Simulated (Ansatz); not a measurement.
# H5NO2Si: two geometries relaxed

Program: Ansatz 0.2.0. Level of theory: RKS PBE-D4/def2-SVP. These are calculated values, not measurements.

### Step 1. The structure to begin with

Bond lengths: N1–Si2 1.629 Å, Si2–O3 1.634 Å, Si2–O4 1.653 Å, N1–H5 1.055 Å, N1–H6 1.048 Å, Si2–H7 1.480 Å, O3–H8 0.957 Å, O4–H9 1.042 Å. Angles: N1–Si2–O3 102.0°, N1–Si2–O4 104.5°, N1–Si2–H7 112.6°, O3–Si2–O4 110.8°, O3–Si2–H7 113.8°, O4–Si2–H7 112.2°, Si2–N1–H5 108.8°, Si2–N1–H6 108.7°, H5–N1–H6 98.2°, Si2–O3–H8 114.6°, Si2–O4–H9 110.3°.

Structure file:

```xyz
9

N    -1.1541    0.1419   -0.0451
Si    0.4677    0.2768   -0.1130
O     0.8626   -0.8913   -1.1856
O     0.9805   -0.1227    1.4069
H    -1.5550    1.0480    0.3180
H    -1.5356    0.1904   -1.0197
H     0.9103    1.6311   -0.5150
H     0.9118   -1.7727   -0.8150
H     0.2003   -0.5478    1.9513
```

### Step 2. End point A

Input file input.yaml:

```yaml
crystal:
  periodic: [false, false, false]
  atoms:
    - { symbol: "N", position_ang: [-1.1541, 0.1419, -0.0451] }
    - { symbol: Si, position_ang: [0.4677, 0.2768, -0.113] }
    - { symbol: O, position_ang: [0.8626, -0.8913, -1.1856] }
    - { symbol: O, position_ang: [0.9805, -0.1227, 1.4069] }
    - { symbol: H, position_ang: [-1.555, 1.048, 0.318] }
    - { symbol: H, position_ang: [-1.5356, 0.1904, -1.0197] }
    - { symbol: H, position_ang: [0.9103, 1.6311, -0.515] }
    - { symbol: H, position_ang: [0.9118, -1.7727, -0.815] }
    - { symbol: H, position_ang: [0.2003, -0.5478, 1.9513] }
basis:
  gaussian: { orbitals: def2-SVP }
hamiltonian:
  xc: pbe
  dispersion: d4
relax:
  f_tol: 0.015
  max_steps: 40
output:
  orbitals: {}
```

Launch:

```bash
$ ansatz run input.yaml --threads 1 --pin off --max-ram 2048MiB --backend cpu --events-out ev --progress --plain --runs-dir out
```

**Question.** How long does this run take on 1 thread of AMD EPYC 7R43 (Zen 3), shared host, and how much memory does it need?

About 35 s, with a peak of 0.14 GiB.
